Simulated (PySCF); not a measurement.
# AlZn+: from the state search to spectroscopic constants

One job finds the state of AlZn+, follows it along the bond with each method and fits the curves.

Program: PySCF 2.14.0. Level of theory: Al 6-31G(d,p), Zn 6-31G(d,p), no relativity. These are calculated values, not measurements.

### 1 Input

Settings of the job:

| Property | Result |
| --- | --- |
| atoms | Al, Zn |
| charge | 1 |
| basis | Al 6-31G(d,p), Zn 6-31G(d,p) |
| Hamiltonian | no relativity |
| basis functions | 52 |
| electrons treated | 42 |
| masses in u | 26.9815, 63.9291 |
| levels | PBE0, PBE, r²SCAN, r²SCANh, MN15, PW91, HF, MP2, SCS-MP2, CCSD, CCSD(T) |
| grid | 80 radial by 434 angular points |
| occupations | held fixed by the projection of orbital angular momentum |
| dissociation limit | Al+ + Zn, each in its ground configuration |
| starting distance in angstrom | 2.485 |
| values of 2S to try | 0, 2 |

Started as:

```bash
$ OMP_NUM_THREADS=1 python dia.py task.json out
```

Further steps of the session: The PBE0 curve of the state that the search chose; Excited determinants; PBE; r²SCAN; r²SCANh (hybrid meta-GGA); MN15 (hybrid meta-GGA); PW91 (GGA); RHF (mean field); MP2 and coupled cluster.

Before running it: what results should come out? Wanted: for each run, Re; ωe; De; μ.

**Answer**, as computed:

Lowest PBE0 solution found, without spin–orbit coupling: ¹Σ⁺ (singlet), closed shell. The other levels ran on it alone.

| level | Re (Å) | ωe (cm⁻¹) | De (eV) | μ (D) |
| --- | --- | --- | --- | --- |
| RHF | 3.087 | 118.1 | 0.472 | -4.33 |
| RHF-MP2 | 2.824 | 155.8 | 0.64 | n/a |
| RHF-SCS-MP2 | 2.861 | 147.6 | 0.59 | n/a |
| RHF-CCSD | 2.848 | 151.6 | 0.56 | n/a |
| RHF-CCSD(T) | 2.820 | 158.1 | 0.60 | n/a |
| PBE | 2.692 | 179.6 | 1.13 | -3.08 |
| PW91 | 2.688 | 180.5 | 1.14 | -3.08 |
| r²SCAN | 2.697 | 181.5 | 1.09 | -2.88 |
| r²SCANh | 2.726 | 176.8 | 1.04 | -2.94 |
| PBE0 | 2.762 | 171.7 | 0.99 | -3.10 |
| MN15 | 2.808 | 140.8 | 0.74 | -3.98 |

De is counted to Al+ + Zn in their ground configurations. A positive dipole points from Al to Zn; in an ion it is taken about the centre of mass and does not tell which atom is negative.

What this shows: Bond lengths run from 2.688 Å (PW91) to 3.087 Å (RHF). CCSD(T) can't serve as the judge here: for a weak bond in this basis it is far from its limit. Among the levels with a De in the table, it runs from 0.472 eV (RHF) to 1.14 eV (PW91).

Correlated steps freeze 10 core orbitals.
